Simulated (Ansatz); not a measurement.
**CH₄B₂Te: a ladder of functionals and wavefunction methods**

The task here is to estimate one member of a computed series from the others.

Method: functionals in def2-TZVPP, the program's frozen cores in correlated methods; program: Ansatz 0.2.0, Gaussian basis.

Levels to be run: LDA (SPW92), PBE-D4, revPBE-D4, BLYP-D4, r2SCAN-D4, B97M-V, PBE0-D4, B3LYP-D4, r2SCANh-D4, r2SCAN0-D4, HSE06-D4, BHLYP-D4, CAM-B3LYP-D4, LC-ωPBE, ωB97X-V, ωB97M-V, B2PLYP, PBE-QIDH; CCSD(T)/def2-SVP; CCSD(T)/def2-TZVPP; MP2/def2-QZVPP; extrapolation to the limit; RPA on PBE.

## Structure used throughout

The geometry comes from an earlier relaxation with PBE0-D4 in a triple-zeta def2 set; it is a stationary point, not always the lowest conformer. Te takes the def2 core potential; no spin-orbit term is included.

8 atoms, charge 0, spin multiplicity 1.

Atoms are counted from 1 here; the program's logs count them from 0.

Bond lengths: B1–B2 1.638 Å, B1–C4 1.560 Å, B1–H5 1.200 Å, B2–Te3 2.171 Å, B2–H6 1.184 Å, Te3–C4 2.210 Å, C4–H7 1.084 Å, C4–H8 1.088 Å. Angles: B2–B1–C4 111.1°, B2–B1–H5 122.7°, C4–B1–H5 120.1°, B1–B2–Te3 76.8°, B1–B2–H6 154.3°, Te3–B2–H6 127.6°, B2–Te3–C4 74.0°, B1–C4–Te3 77.0°, B1–C4–H7 120.8°, B1–C4–H8 120.4°, Te3–C4–H7 103.2°, Te3–C4–H8 115.0°, H7–C4–H8 112.7°.

Set-up of the first run:

in.yaml

```yaml
crystal:
  periodic: [false, false, false]
  atoms:
    - {symbol: B, position_ang: [-0.578706, 0.402565, -0.284825]}
    - {symbol: B, position_ang: [0.540981, 1.314000, 0.488699]}
    - {symbol: Te, position_ang: [0.712637, -0.617656, 1.465026]}
    - {symbol: C, position_ang: [-0.033640, -1.029734, -0.574048]}
    - {symbol: H, position_ang: [-1.758673, 0.584097, -0.162737]}
    - {symbol: H, position_ang: [1.048913, 2.334318, 0.811161]}
    - {symbol: H, position_ang: [0.876499, -1.171598, -1.146228]}
    - {symbol: H, position_ang: [-0.715909, -1.873291, -0.652949]}
basis:
  gaussian: {orbitals: def2-TZVPP}
hamiltonian: {xc: lda}
output: {orbitals: {seedname: orbitals}}
```

Launch:

```
ansatz run in.yaml --threads 2 --pin off --events-out ev --progress --plain --max-ram 4352MiB
```

Among the steps run: LDA; PBE-D4 (GGA); revPBE-D4 (GGA); BLYP-D4 (GGA); r2SCAN-D4 (meta-GGA); B97M-V (meta-GGA); PBE0-D4 (hybrid); B3LYP-D4 (hybrid); r2SCANh-D4 (hybrid); r2SCAN0-D4 (hybrid); HSE06-D4 (hybrid); BHLYP-D4 (hybrid); CAM-B3LYP-D4 (range-separated); LC-ωPBE (range-separated); ωB97X-V (range-separated); ωB97M-V (range-separated); B2PLYP (double hybrid); PBE-QIDH (double hybrid).

One of the session's tables, all rows but one given; the rest of the session is left out.

| functional | HOMO (eV) | LUMO (eV) | gap (eV) |
| --- | --- | --- | --- |
| LDA (SPW92) | ? | ? | ? |
| PBE-D4 | -6.07 | -2.84 | 3.24 |
| revPBE-D4 | -6.02 | -2.75 | 3.27 |
| BLYP-D4 | -5.89 | -2.67 | 3.22 |
| r2SCAN-D4 | -6.28 | -2.62 | 3.66 |
| B97M-V | -6.24 | -2.60 | 3.64 |
| PBE0-D4 | -7.04 | -2.00 | 5.04 |
| B3LYP-D4 | -6.81 | -2.16 | 4.65 |
| r2SCANh-D4 | -6.63 | -2.32 | 4.32 |
| r2SCAN0-D4 | -7.17 | -1.87 | 5.30 |
| HSE06-D4 | -6.65 | -2.37 | 4.28 |
| BHLYP-D4 | -7.78 | -1.03 | 6.75 |
| CAM-B3LYP-D4 | -8.18 | -0.93 | 7.25 |
| LC-ωPBE | -9.45 | 0.12 | 9.57 |
| ωB97X-V | -9.13 | 0.06 | 9.19 |
| ωB97M-V | -9.05 | -0.13 | 8.92 |

**Question.** Estimate the row for LDA (SPW92).

**Answer.** HOMO (eV): -6.22; LUMO (eV): -3.06; gap (eV): 3.16. In the column «HOMO (eV)» it lies between B97M-V (-6.24) and PBE-D4 (-6.07).

To keep in mind: All levels share the lack of spin-orbit coupling, which lowers the free heavy atoms and so the true binding.
